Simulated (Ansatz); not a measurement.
# Mo2WSe6 in Ansatz: notebook

Aim: see how the results for Mo2WSe6 move with the level of theory and the settings. Levels: PBEsol, LDA. Tasks: band structure.

All numbers are computed with Ansatz 0.2.0; they aren't measurements. Logs are shortened: lines on timing, memory, paths and dates and some standing lists are left out, and cuts for length are marked.

**1. The slab as given**

The cell holds a slab with vacuum, 9 atoms: a = 3.326 Å, b = 3.326 Å, c = 30.681 Å, α = 90.00°, β = 90.00°, γ = 120.00°.

**2. Band structure, PBEsol**

input.yaml

```yaml
crystal:
  lattice:
    - [3.3259023269, 0.0, 0.0]
    - [-1.6629511635, 2.8803159056, 0.0]
    - [0.0, 0.0, 30.681367]
  atoms:
    - { symbol: W, position: [0.0, 0.0, 0.578343] }
    - { symbol: Mo, position: [0.3333333333, 0.6666666667, 0.346999] }
    - { symbol: Mo, position: [0.0, 0.0, 0.115629] }
    - { symbol: Se, position: [0.0, 0.0, 0.29248] }
    - { symbol: Se, position: [0.3333333333, 0.6666666667, 0.633092] }
    - { symbol: Se, position: [0.3333333333, 0.6666666667, 0.170135] }
    - { symbol: Se, position: [0.3333333333, 0.6666666667, 0.523567] }
    - { symbol: Se, position: [0.3333333333, 0.6666666667, 0.061149] }
    - { symbol: Se, position: [0.0, 0.0, 0.401447] }
kpoints:
  mp_grid: { grid: [9, 9, 1] }
  band_path:
    path:
      - [0.0, 0.0, 0.0]
      - [0.5, 0.0, 0.0]
      - [0.3333333333, 0.3333333333, 0.0]
      - [0.0, 0.0, 0.0]
      - [0.0, 0.0, 0.5]
      - [0.5, 0.0, 0.5]
      - [0.3333333333, 0.3333333333, 0.5]
      - [0.0, 0.0, 0.5]
    npoints: 10
scf:
  occupations: { method: fermi_dirac, width: 0.05 }
hamiltonian:
  xc: pbesol
  pseudopotentials: { kind: all_electron, lapw: { basis_error: 0.002 } }
output:
  forces: true
  stress: true
  eigenvalues: true
```

Potentials or basis: all-electron LAPW, scalar-relativistic.

Command:

```bash
$ ansatz run input.yaml --threads 8 --pin off --max-ram 24576MiB --backend cpu --events-out ev --progress --plain --runs-dir out
```

What it wrote:

```text
Warning: RAYON_NUM_THREADS=8 ignored (pool sized by the plan → 8); use --threads N
LAPW: plane waves up to 8.588 Å⁻¹, error target 2.0e-3 eV per atom; small_component_spin mean_spin; Se in spheres of 1.213 Å, 24 of its electrons in bands, Dirac shells []; Mo in spheres of 1.332 Å, 30 of its electrons in bands, Dirac shells []; W in spheres of 1.338 Å, 44 of its electrons in bands, Dirac shells [] (how accurate: hamiltonian.pseudopotentials.lapw.basis_error, Limitations)
Engine: ansatz 0.2.0, x86_64-unknown-linux-gnu
Pseudopotentials: kind: all_electron
Pseudopotential: W, LAPW, valence charge 44, lapw/all_electron/scalar/gaussian/W, Koelling and Harmon's equation, gaussian nucleus
Pseudopotential: Mo, LAPW, valence charge 30, lapw/all_electron/scalar/gaussian/Mo, Koelling and Harmon's equation, gaussian nucleus
Pseudopotential: Se, LAPW, valence charge 24, lapw/all_electron/scalar/gaussian/Se, Koelling and Harmon's equation, gaussian nucleus
Functional definition: PBEsol
  exchange = pbesol_x
  correlation = pbesol_c
Crystal: 9 atoms, lattice volume = 293.917 Å³
Basis set: ecut = 280.99616446414177 eV, 3173 PW (Γ), exchange–correlation at level 2
Bands: 149, of which v1, the nominal top of the filled ones, is band 124 counted from 1 (123 counted from 0)
Symmetry: 6 space group operations
Space group: P3m1 (ITA 156), of the structure as read, at distance tolerance 6.6e-5 Å
k-points: 12 of 81 (time reversal used)
Non-local potential: W, projectors of the file, none
Non-local potential: Mo, projectors of the file, none
Non-local potential: Se, projectors of the file, none
Initial wavefunctions: plane waves of lowest kinetic energy (no species holds an atomic orbital)
Functional: x = pbesol(κ = 0.804, μ = 0.12345679012345678), c = pbesol(β = 0.046)
iter 1 solved again at ethr=2.02e-3 eV; its pass at ethr=1.00e-1 eV (dr2=5.02e0 eV) is discarded
SCF iter   1: F=—  HF=-1055805.778146 eV  |F-HF|=—  |Δ(HF+E_count)|=         —  Δρ=3.44e-2  dr2=5.02e0  ethr=2.02e-3  ⟨swp⟩=2.2  Hψ=11407  notcnv=0
preconditioner: auto → Resta (q_TF=auto, 2.652 Å⁻¹)  ε∞=3.2  [insulator: Δε(μ)=0.822 eV  Ē_g=10.764 eV  σ=0.050 eV  W_gap=1.00  n_scr=114 (ndim 8)  ℏωp=15.9 eV  f_vac=0.419  D(μ)=0.00/eV (n_scr^D=0)  ε∞_Penn≈3.2  vacuum switching on, ρ_ref=8.4e-3 e/Å³]
[... 19 lines left out ...]
SCF 1 converged in 17 iterations: F = -1055803.383484 eV  dr2 = 6.06e-8
NSCF: frozen V_eff on 71 k-points
SCF converged after 17 iterations
Free energy (F): -1055803.383484 eV
Harris-Foulkes:  -1055803.383484 eV  (|F-HF|=5.17e-8)
Internal energy: -1055803.383483 eV  (E = F + TS)
E sigma→0 (E₀):  -1055803.383484 eV
Entropy (-TS):   -0.000001 eV (-0.000 meV/atom)
Fermi energy:    7.096423 eV
--- Per-component energies (eV) ---
  E_band       = -24436.950436
  E_kinetic    = 1125741.614070
  E_xc         = -29427.340511
  E_electrostatic = -2152117.657042  (all electrons and nuclei)
  E_smearing   = -0.000001  (= −TS)
  E_closure    = 0.000000  (closes the sum)
  E_atoms      = -1055738.619148  (free atoms, spherical and without spin; not in F)
  Σ components = -1055803.383484   (vs F -1055803.383484, Δ=0.00e0)
  Basis errors (estimates in eV, not in F): energy 7.0e-4 per atom: plane waves 6.4e-4 (3.8e-4 summed), levels above the bands 4.7e-75, relativity 5.3e-8, radial functions 5.6e-5, core shells 3.3e-7; eigenvalues (radial functions only) 2.6e-6; not estimated: angular momenta, meshes, grids; target (lapw.basis_error) 2.0e-3; muffin-tin radii Se 1.213 Å, Mo 1.332 Å, W 1.338 Å
--- Forces (eV/Å), atoms counted from 1 ---
  atom   1  W     -0.00000000    -0.00000000    -0.00297387
  atom   2  Mo     0.00000000    -0.00000000    -0.02673242
  atom   3  Mo    -0.00000000     0.00000000     0.00157650
  atom   4  Se    -0.00000000    -0.00000000     0.43689744
  atom   5  Se     0.00000000     0.00000000    -0.47243152
  atom   6  Se     0.00000000     0.00000000    -0.43183077
  atom   7  Se    -0.00000000     0.00000000     0.43493679
  atom   8  Se    -0.00000000     0.00000000     0.47197460
  atom   9  Se     0.00000000    -0.00000000    -0.41130534
  max |Σ_I F_I| component: 1.11e-4 eV/Å
--- Stress (GPa, compression-positive) ---
       -3.222265       0.000000       0.000000
        0.000000      -3.222265      -0.000000
        0.000000      -0.000000      -2.739426
  P = ⅓ Tr σ = -3.0613 GPa (-30.613 kbar)
--- Band table (eV; the first three rows and the last of 12) ---
  k-point 0: bands = ["-411.1193", "-411.1133", "-411.1133", "-369.1391", "-369.1368", "-369.1121", "-369.1121", "-369.1097", "-369.1097", "-226.4082", "-226.4082", "-226.3970", "-226.3970", "-226.3930", "-211.2944", "-211.2944", "-211.2920", "-211.2920", "-211.2873", "-211.2849", "-211.2691", "-211.2691", "-211.2667", "-211.2667", "-200.9475", "-200.9471", "-200.9467", "-200.9401", "-200.8926", "-200.8855", "-140.6295", "-140.6295", "-140.6291", "-140.6291", "-140.6288", "-140.6288", "-140.6229", "-140.6229", "-140.5776", "-140.5773", "-140.5767", "-140.5716", "-140.5716", "-140.5687", "-140.5653", "-140.5653", "-140.5295", "-140.5209", "-67.4517", "-54.4458", "-54.4440", "-41.0726", "-41.0726", "-41.0722", "-41.0722", "-41.0719", "-41.0719", "-41.0665", "-41.0665", "-41.0362", "-41.0362", "-41.0361", "-41.0361", "-41.0351", "-41.0351", "-41.0284", "-41.0284", "-41.0217", "-41.0214", "-41.0196", "-41.0148", "-41.0148", "-41.0128", "-41.0090", "-41.0090", "-40.9858", "-40.9858", "-40.9784", "-40.9784", "-40.9734", "-40.9652", "-31.7151", "-31.6057", "-31.6057", "-28.6078", "-28.6062", "-28.4426", "-28.4426", "-28.4411", "-28.4411", "-21.7654", "-21.7654", "-21.7555", "-21.7509", "-21.7509", "-21.7473", "-21.7447", "-8.1513", "-7.8588", "-7.8162", "-6.9399", "-6.8713", "-6.8094", "0.3646", "0.8105", "1.0625", "3.9778", "4.1872", "4.1872", "4.1895", "4.1895", "4.1908", "4.1908", "4.4059", "4.9518", "5.1555", "5.1555", "5.1614", "5.1614", "5.2899", "5.2899", "5.9046", "6.2213", "6.4096", "9.1099", "9.1099", "9.1200", "9.1200", "9.3379", "9.3379", "9.3653", "9.3653", "9.3983", "9.3983", "9.5670", "9.5670", "10.8867", "11.1761", "11.5587", "11.9021", "12.1097", "12.9820", "13.8640", "14.0038", "14.4140", "14.5744", "14.6321", "14.8689", "16.3851"]
  k-point 1: bands = ["-411.1193", "-411.1133", "-411.1133", "-369.1391", "-369.1368", "-369.1121", "-369.1121", "-369.1097", "-369.1097", "-226.4082", "-226.4082", "-226.3970", "-226.3970", "-226.3930", "-211.2944", "-211.2944", "-211.2920", "-211.2920", "-211.2873", "-211.2849", "-211.2691", "-211.2691", "-211.2667", "-211.2667", "-200.9475", "-200.9471", "-200.9467", "-200.9401", "-200.8926", "-200.8855", "-140.6295", "-140.6295", "-140.6291", "-140.6291", "-140.6288", "-140.6288", "-140.6229", "-140.6229", "-140.5776", "-140.5773", "-140.5767", "-140.5716", "-140.5716", "-140.5687", "-140.5653", "-140.5653", "-140.5295", "-140.5209", "-67.4507", "-54.4434", "-54.4417", "-41.0726", "-41.0722", "-41.0722", "-41.0719", "-41.0718", "-41.0714", "-41.0665", "-41.0660", "-41.0363", "-41.0362", "-41.0361", "-41.0361", "-41.0353", "-41.0351", "-41.0285", "-41.0284", "-41.0215", "-41.0212", "-41.0194", "-41.0148", "-41.0144", "-41.0126", "-41.0090", "-41.0086", "-40.9859", "-40.9858", "-40.9785", "-40.9784", "-40.9732", "-40.9650", "-31.7101", "-31.6302", "-31.6114", "-28.6017", "-28.6002", "-28.4709", "-28.4693", "-28.4491", "-28.4475", "-21.7655", "-21.7650", "-21.7548", "-21.7513", "-21.7510", "-21.7470", "-21.7456", "-7.9750", "-7.6970", "-7.6551", "-6.8496", "-6.7816", "-6.7224", "0.5914", "1.0109", "1.2613", "3.6615", "3.6988", "3.7664", "3.7721", "4.0028", "4.2698", "4.3490", "4.3528", "4.3611", "4.8957", "4.9032", "5.0005", "5.2114", "5.3049", "5.5173", "5.8885", "6.1329", "6.2604", "8.6632", "8.7150", "8.7166", "8.8357", "8.9814", "9.0796", "9.0934", "9.1296", "9.3328", "9.3533", "9.3709", "9.6930", "11.3806", "11.5951", "12.1729", "12.5953", "12.8075", "13.3065", "14.1897", "14.3262", "14.7510", "15.4397", "15.5237", "15.6538", "15.9415"]
  k-point 2: bands = ["-411.1193", "-411.1133", "-411.1133", "-369.1391", "-369.1368", "-369.1121", "-369.1121", "-369.1097", "-369.1097", "-226.4082", "-226.4082", "-226.3970", "-226.3970", "-226.3930", "-211.2944", "-211.2944", "-211.2920", "-211.2920", "-211.2873", "-211.2849", "-211.2691", "-211.2691", "-211.2667", "-211.2667", "-200.9475", "-200.9471", "-200.9467", "-200.9401", "-200.8926", "-200.8855", "-140.6295", "-140.6295", "-140.6291", "-140.6291", "-140.6288", "-140.6288", "-140.6229", "-140.6229", "-140.5776", "-140.5773", "-140.5767", "-140.5716", "-140.5716", "-140.5687", "-140.5653", "-140.5653", "-140.5295", "-140.5209", "-67.4481", "-54.4374", "-54.4356", "-41.0725", "-41.0721", "-41.0719", "-41.0710", "-41.0707", "-41.0703", "-41.0664", "-41.0649", "-41.0366", "-41.0364", "-41.0363", "-41.0363", "-41.0358", "-41.0353", "-41.0289", "-41.0286", "-41.0210", "-41.0206", "-41.0188", "-41.0148", "-41.0132", "-41.0120", "-41.0090", "-41.0074", "-40.9863", "-40.9860", "-40.9790", "-40.9786", "-40.9726", "-40.9644", "-31.6976", "-31.6919", "-31.6259", "-28.5864", "-28.5848", "-28.5418", "-28.5403", "-28.4653", "-28.4638", "-21.7657", "-21.7642", "-21.7531", "-21.7524", "-21.7515", "-21.7476", "-21.7462", "-7.4897", "-7.2527", "-7.2136", "-6.6027", "-6.5363", "-6.4853", "1.1634", "1.4800", "1.7069", "2.5516", "2.8541", "2.8823", "3.0620", "3.2177", "3.3430", "4.3595", "4.3695", "4.4152", "4.7734", "4.7823", "4.7997", "4.8879", "5.0315", "5.2543", "5.6192", "5.6847", "5.7536", "8.0025", "8.2319", "8.4758", "8.6120", "8.6516", "8.6669", "8.8513", "8.9433", "9.1744", "9.7761", "9.8213", "10.2450", "12.0376", "12.2464", "12.9370", "13.3951", "13.5861", "14.1167", "14.7003", "14.9377", "15.0838", "15.1693", "15.2260", "15.3619", "15.5108"]
  k-point 11: bands = ["-411.1193", "-411.1133", "-411.1133", "-369.1391", "-369.1368", "-369.1121", "-369.1121", "-369.1097", "-369.1097", "-226.4082", "-226.4082", "-226.3970", "-226.3970", "-226.3930", "-211.2944", "-211.2944", "-211.2920", "-211.2920", "-211.2873", "-211.2849", "-211.2691", "-211.2691", "-211.2667", "-211.2667", "-200.9475", "-200.9471", "-200.9467", "-200.9401", "-200.8926", "-200.8855", "-140.6295", "-140.6295", "-140.6291", "-140.6291", "-140.6288", "-140.6288", "-140.6229", "-140.6229", "-140.5776", "-140.5773", "-140.5767", "-140.5716", "-140.5716", "-140.5687", "-140.5653", "-140.5653", "-140.5295", "-140.5209", "-67.4420", "-54.4228", "-54.4211", "-41.0705", "-41.0704", "-41.0702", "-41.0698", "-41.0696", "-41.0695", "-41.0643", "-41.0641", "-41.0374", "-41.0374", "-41.0368", "-41.0367", "-41.0361", "-41.0356", "-41.0296", "-41.0290", "-41.0198", "-41.0194", "-41.0175", "-41.0130", "-41.0124", "-41.0107", "-41.0071", "-41.0066", "-40.9872", "-40.9866", "-40.9796", "-40.9792", "-40.9714", "-40.9631", "-31.7611", "-31.7379", "-31.6673", "-28.6223", "-28.6209", "-28.5923", "-28.5909", "-28.5493", "-28.5478", "-21.7649", "-21.7634", "-21.7537", "-21.7534", "-21.7531", "-21.7487", "-21.7442", "-5.9708", "-5.8793", "-5.8778", "-5.8410", "-5.7704", "-5.7693", "1.2321", "1.3250", "1.3268", "1.3595", "1.8228", "1.8280", "2.2127", "2.3480", "2.3989", "2.7963", "2.9004", "2.9190", "3.2712", "3.3923", "3.3965", "4.2024", "4.2175", "4.2209", "6.2808", "6.3202", "6.5143", "7.7447", "7.7447", "8.0464", "8.7083", "8.9483", "9.3084", "9.3226", "9.3375", "9.9275", "10.5421", "10.5756", "11.2866", "12.2628", "12.4091", "12.8137", "13.0827", "13.1228", "13.2241", "15.0114", "15.1213", "15.3283", "16.1169", "16.2604", "16.5511", "16.6261"]
```

Run time: 63 s. Hardware: 8 threads of Intel Xeon 6975P-C (Granite Rapids), shared host; peak memory 2.8 GiB.

Results:

```
Free energy             : -1055803.3835 eV
Largest force           : 0.472 eV/Å
Band gap on the k mesh  : 1.23 eV, direct
Band gap along the path : 1.23 eV, direct
```

Forces on the atoms (eV/Å):
```
W    0.000  0.000 -0.003
Mo   0.000  0.000 -0.027
Mo   0.000  0.000  0.002
Se   0.000  0.000  0.437
Se   0.000  0.000 -0.472
Se   0.000  0.000 -0.432
Se   0.000  0.000  0.435
Se   0.000  0.000  0.472
Se   0.000  0.000 -0.411
```

Levels at the corners of the path, in eV from the valence-band top:
```tsv
point	band 120	band 121	band 122	band 123	band 124	band 125	band 126	band 127	band 128	band 129
Γ	-1.22	-1.22	-0.61	-0.29	-0.10	2.60	2.60	2.61	2.61	2.82
M	-0.94	-0.92	-0.91	-0.90	-0.86	1.65	1.65	2.02	2.10	2.33
K	-2.30	-2.29	-0.23	-0.19	0.00	1.23	1.23	1.53	2.19	2.43
Γ	-1.22	-1.22	-0.61	-0.29	-0.10	2.60	2.60	2.61	2.61	2.82
A	-1.22	-1.22	-0.61	-0.29	-0.10	2.60	2.60	2.61	2.61	2.82
L	-0.94	-0.92	-0.91	-0.90	-0.86	1.65	1.65	2.02	2.10	2.33
H	-2.30	-2.29	-0.23	-0.19	0.00	1.23	1.23	1.53	2.19	2.43
A	-1.22	-1.22	-0.61	-0.29	-0.10	2.60	2.60	2.61	2.61	2.82
```

Caveat: spin-orbit coupling is left out, which moves the levels of the heavy elements.

**3. Band structure, LDA**

input.yaml: that of step 2 with these lines changed.

```diff
@@ -31,3 +31,3 @@
 hamiltonian:
-  xc: pbesol
+  xc: lda
   pseudopotentials: { kind: all_electron, lapw: { basis_error: 0.002 } }
```

Potentials or basis: all-electron LAPW, scalar-relativistic.

Command:

```bash
$ ansatz run input.yaml --threads 8 --pin off --max-ram 24576MiB --backend cpu --events-out ev --progress --plain --runs-dir out
```

Run time: 65 s. Hardware: 8 threads of Intel Xeon 6975P-C (Granite Rapids), shared host; peak memory 2.8 GiB.

Results (log left out):

* Free energy: -1055322.5640 eV
* Largest force: 0.756 eV/Å
* Band gap on the k mesh: 1.23 eV, direct
* Band gap along the path: 1.21 eV, indirect (least direct gap 1.23 eV)

Forces in eV/Å, atoms in the order of the input:
```
W    0.000  0.000 -0.005
Mo   0.000  0.000 -0.026
Mo   0.000  0.000  0.003
Se   0.000  0.000  0.641
Se   0.000  0.000 -0.756
Se   0.000  0.000 -0.636
Se   0.000  0.000  0.670
Se   0.000  0.000  0.725
Se   0.000  0.000 -0.616
```

Stress tensor (GPa, compression positive):
```
-4.70  0.00  0.00
 0.00 -4.70  0.00
 0.00  0.00 -4.39
```

Levels at the corners of the path, in eV from the valence-band top:
```
point  band 120  band 121  band 122  band 123  band 124  band 125  band 126  band 127  band 128  band 129
    Γ     -1.22     -1.22     -0.60     -0.28     -0.09      2.60      2.60      2.61      2.61      2.82
    M     -0.92     -0.89     -0.88     -0.88     -0.84      1.65      1.65      2.01      2.10      2.31
    K     -2.27     -2.27     -0.23     -0.19      0.00      1.23      1.23      1.52      2.19      2.43
    Γ     -1.22     -1.22     -0.60     -0.28     -0.09      2.60      2.60      2.61      2.61      2.82
    A     -1.22     -1.22     -0.60     -0.28     -0.09      2.60      2.60      2.61      2.61      2.82
    L     -0.92     -0.89     -0.88     -0.88     -0.84      1.65      1.65      2.01      2.10      2.31
    H     -2.27     -2.27     -0.23     -0.19      0.00      1.23      1.23      1.52      2.19      2.43
    A     -1.22     -1.22     -0.60     -0.28     -0.09      2.60      2.60      2.61      2.61      2.82
```

Caveat: spin-orbit coupling is left out, which moves the levels of the heavy elements.
